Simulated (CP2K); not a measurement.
Runs of CP2K 2026.2 on SiO. It takes space group Pm-3m (No. 221, cubic). Conventional cell: a = 2.807 Å, b = 2.807 Å, c = 2.807 Å, α = 90.00°, β = 90.00°, γ = 90.00°. Si (site symmetry m-3m) has 8 O at 2.43 Å as nearest neighbours. Around O (site symmetry m-3m) lie 8 Si at 2.43 Å. The cell was built by a generator and needn't be a form met in nature.

| task | level | potentials or basis | cell | k mesh | smearing | EPS_DEFAULT | k points reduced by the point group | NGRIDS | CUTOFF of the grids | EXTRAPOLATION | gap on the mesh (eV) | pressure (GPa) | V0 of scaled cells (Å³/atom) | relaxed volume (Å³/atom) | B0 (GPa) |
| --- | --- | --- | --- | --- | --- | --- | --- | --- | --- | --- | --- | --- | --- | --- | --- |
| equation of state | PBEsol | POTENTIAL_UZH Si GTH-PBE-q4, O GTH-PBE-q6; TZVP-MOLOPT-PBE-GTH basis | as given | 9 × 9 × 9 | fermi-dirac 0.01 eV | 1.0E-9 | yes | 4 | 600 Ry | - | - | - | (a) | - | 141 |
| equation of state | PBE | POTENTIAL_UZH Si GTH-PBE-q4, O GTH-PBE-q6; TZVP-MOLOPT-PBE-GTH basis | as given | 9 × 9 × 9 | fermi-dirac 0.05 eV | 1.0E-10 | yes | 5 | 600 Ry | - | - | - | (b) | - | 129 |
| relaxation of cell and atoms | LDA | POTENTIAL_UZH Si GTH-PBE-q4, O GTH-PBE-q6; TZVP-MOLOPT-PBE-GTH basis | relaxed | 7 × 7 × 7 | fermi-dirac 0.05 eV | 1.0E-9 | - | 4 | 850 Ry | USE_PREV_P | none | 0.0 | - | 10.61 | - |
| band structure | LDA | GTH_POTENTIALS Si GTH-PADE-q4, O GTH-PADE-q6; TZVP-MOLOPT-PBE-GTH basis | as given | 9 × 9 × 9 | fermi-dirac 0.01 eV | 1.0E-9 | yes | 5 | 600 Ry | - | none | -7.1 | - | - | - |
| relaxation of cell and atoms | PBEsol | POTENTIAL_UZH Si GTH-PBE-q4, O GTH-PBE-q6; TZVP-MOLOPT-PBE-GTH basis | relaxed | 7 × 7 × 7 | fermi-dirac 0.05 eV | 1.0E-9 | - | 4 | 850 Ry | USE_PREV_P | none | 0.0 | - | 10.69 | - |

Alike in all rows: no spin polarisation.

Problem. Fill in the values left out.

Solution. (a) 10.77; (b) 11.09.

Caveats: the basis of atomic orbitals isn't converged, which shifts pressures, moduli and gaps; the potentials were made for another functional, which shifts forces and pressure (some runs).

A k mesh can miss the band edges.

A gap of «none» marks a metal or a gap under the smearing width.

Not every run made on this cell is shown here.
